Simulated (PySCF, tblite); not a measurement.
# C6H9P: geometry, infrared bands and NMR shifts

Aim: predict the infrared bands and NMR shifts of C6H9P (`C#CP(C)C1CC1`).

Programs: tblite 0.8.0 and PySCF 2.14.0, with density-fitted response routines of our own. Each step states its level of theory. These are calculated values for one molecule in the gas phase, unless marked as measured. Atoms are numbered from 0 throughout.

**1. Starting geometry**

16 atoms, charge 0, multiplicity 1; geometry from: force field or distance geometry start.

Bonds of the start (Å): C0–C1 1.19, C1–P2 1.84, P2–C3 1.83, P2–C4 1.84, C4–C5 1.50, C5–C6 1.50, C6–C4 1.50, C0–H7 1.07, C3–H8 1.08, C3–H9 1.10, C3–H10 1.09, C4–H11 1.09, C5–H12 1.08, C5–H13 1.08, C6–H14 1.09, C6–H15 1.07.

**2. Geometry optimisation with GFN2-xTB**

Job settings and geometry (Å):

```
{"job": {"kind": "relax", "xc": "GFN2-xTB", "basis": "xTB"}, "charge": 0, "multiplicity": 1}
C      1.226400     2.976400    -0.012300
C      0.993300     1.857100     0.328200
P      0.668100     0.130900     0.879200
C      2.038300    -0.718100     0.015800
C     -0.711100    -0.271000    -0.272800
C     -2.121900    -0.090700     0.215900
C     -1.554800    -1.469100     0.029300
H      1.416000     3.985600    -0.313600
H      2.098000    -0.465700    -1.035400
H      1.908200    -1.811000     0.103000
H      2.992200    -0.468600     0.487300
H     -0.527400    -0.052500    -1.324800
H     -2.867100     0.257000    -0.479300
H     -2.281900     0.256000     1.229200
H     -1.355800    -2.047700     0.925800
H     -1.928100    -2.059700    -0.787000
```

On the command line:

```sh
$ OMP_NUM_THREADS=1 python probes_run.py task.json out
```

This one command runs all jobs of the session in turn.

**Question.** This job is followed by: GFN2-xTB harmonic vibrations, gas phase; GIAO PBE0/pcSseg-1 NMR shielding, non-relativistic, gas phase. Predict these results of the whole session: strongest single infrared mode (GFN2-xTB); zero-point energy (GFN2-xTB); 13C shifts against TMS (PBE0/pcSseg-1, means over atoms taken as alike); 1H shifts against TMS (PBE0/pcSseg-1, means over atoms taken as alike); 31P shifts against H3PO4 (PBE0/pcSseg-1).

The runs gave:

| quantity | value |
| --- | --- |
| strongest single infrared mode (GFN2-xTB) | 3095 cm⁻¹, 61 km/mol |
| zero-point energy (GFN2-xTB) | 79.5 kcal/mol |
| 13C shifts against TMS (PBE0/pcSseg-1, means over atoms taken as alike) | 99.3, 92.0, 17.9, 17.4, 5.8 ppm |
| 1H shifts against TMS (PBE0/pcSseg-1, means over atoms taken as alike) | 2.37, 1.43, 0.97, 0.77, 0.39 ppm |
| 31P shifts against H3PO4 (PBE0/pcSseg-1) | -70.7 ppm |

Relaxing lowered the energy by 0.100 eV in 34 steps; the close pair that moved most is C1–P2, from 1.841 to 1.770 Å. All 42 modes are real, so the xTB geometry is a minimum. The strongest single mode, at 3095 cm⁻¹, has its largest shares on H12, H15 and H13 (the list is cut at 3 atoms). GFN2-xTB is a fitted tight-binding method: band positions and strengths are rough. Its intensities can rank the bands wrongly. At PBE0/pcSseg-1: Shielding is most anisotropic at C1 (span 310 ppm, paramagnetic term -174 ppm).
